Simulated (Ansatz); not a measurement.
# BH₂NZn: one structure at several levels

An exercise on one series of results from a longer session: the logs are not shown, and one member is left open.

The runs use Ansatz 0.2.0, Gaussian basis; single points in def2-TZVPP.

Cores are frozen in the correlated methods. The 3s and 3p shells of Cu and Zn are frozen; filled d shells are correlated.

### The starting structure

SMILES `B=[N][ZnH]`, 5 atoms, charge 0, spin multiplicity 1.

Atoms are counted from 1 here; the program's logs count them from 0.

Bond lengths: B1–N2 1.255 Å, B1–H4 1.133 Å, N2–Zn3 1.897 Å, Zn3–H5 1.546 Å. Angles: N2–B1–H4 171.2°, B1–N2–Zn3 169.7°, N2–Zn3–H5 173.8°.

As a file:

| atom | x (Å) | y (Å) | z (Å) |
| --- | --- | --- | --- |
| B1 | -1.5648 | -0.2526 | -0.3478 |
| N2 | -0.3881 | 0.1019 | -0.0942 |
| Zn3 | 1.4243 | 0.3268 | 0.4202 |
| H4 | -2.5569 | -0.6726 | -0.6993 |
| H5 | 2.9381 | 0.5073 | 0.6763 |

Set-up of the first run:

File run/in.yaml:

```yaml
crystal:
  periodic: [false, false, false]
  atoms:
    - {symbol: B, position_ang: [-1.564800, -0.252600, -0.347800]}
    - {symbol: N, position_ang: [-0.388100, 0.101900, -0.094200]}
    - {symbol: Zn, position_ang: [1.424300, 0.326800, 0.420200]}
    - {symbol: H, position_ang: [-2.556900, -0.672600, -0.699300]}
    - {symbol: H, position_ang: [2.938100, 0.507300, 0.676300]}
basis:
  gaussian: {orbitals: def2-TZVPP}
correlation: {method: ccsd_t, frozen_orbitals: {B: 1, H: 0, "N": 1, Zn: 9}}
output: {forces: true}
```

The command line of these runs was not kept.

Steps of the session up to this table: CCSD(T)/def2-TZVPP; PBE0-D4/def2-TZVPP; wB97M-V/def2-TZVPP; r2SCAN-D4/def2-TZVPP; PBE-D4/def2-TZVPP; CAM-B3LYP-D4/def2-TZVPP; HSE06-D4/def2-TZVPP.

One of the session's tables, all rows but one given; the rest of the session is left out.

| method | RMS force component (eV/Å) | angle to CCSD(T) forces (°) | dipole (D) |
| --- | --- | --- | --- |
| CCSD(T) | 0.708 | reference | 0.57 |
| PBE0-D4 | 0.731 | 24.0 | 0.47 |
| wB97M-V | 0.670 | 26.7 | 0.46 |
| r2SCAN-D4 | 0.733 | 13.8 | 0.46 |
| PBE-D4 | 0.738 | 4.4 | 0.52 |
| CAM-B3LYP-D4 | 0.738 | 34.3 | 0.45 |
| HSE06-D4 | ? | ? | ? |

Q: Estimate the row for HSE06-D4 from the others.

As computed: RMS force component (eV/Å): 0.727; angle to CCSD(T) forces (°): 23.5; dipole (D): 0.47. In the column «RMS force component (eV/Å)» it lies between CCSD(T) (0.708) and PBE0-D4 (0.731).
